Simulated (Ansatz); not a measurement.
# Ni (Nickel): the cost of one run

Method: DFT LDA, scalar-relativistic, plane waves, PAW, in Ansatz 0.2.0.

### Step 1. The system as given

The structure is cubic, space group Fm-3m (No. 225). The conventional cell has a = 3.425 Å, b = 3.425 Å, c = 3.425 Å, α = 90.00°, β = 90.00°, γ = 90.00°. Ni (site symmetry m-3m) has 12 Ni at 2.42 Å as nearest neighbours.

Coordinates:

```xyz
1
Lattice="0.0000 1.7123 1.7123 1.7123 0.0000 1.7123 1.7123 1.7123 0.0000" Properties=species:S:1:pos:R:3 pbc="T T T"
Ni    0.0000    0.0000    0.0000
```

An earlier run at LDA left this cell at 10.041 Å³/atom and -0.07 GPa (22×22×22 mesh).

### Step 2. Ferromagnetic, larger cell

input.yaml

```yaml
crystal:
  lattice:
    - [0.0, 1.7123229066, -1.7123229066]
    - [0.0, 1.7123229066, 1.7123229066]
    - [3.4246458132, 0.0, 0.0]
  atoms:
    - { symbol: Ni, position: [0.0, 0.0, 0.0], spin: 0.8 }
    - { symbol: Ni, position: [0.5, 0.5, 0.5], spin: 0.8 }
basis:
  ecutwfc: 420
  ecutrho_ratio: 4
kpoints:
  mp_grid: { grid: [14, 14, 10] }
hamiltonian:
  xc: lda
scf:
  occupations: { method: gaussian, width: 0.05 }
  lower_state_search: "off"
output:
  forces: true
  stress: true
  eigenvalues: true
  populations: true
magnetization:
  spin_polarized: true
```

Command:

```console
$ ansatz run input.yaml --threads 1 --pin off --max-ram 2560MiB --backend cpu --events-out ev --progress --plain --runs-dir out
```

What time and memory should one allow on 1 thread of Intel Xeon 6975P-C (Granite Rapids), shared host?

About 11 s, with a peak of 0.44 GiB.
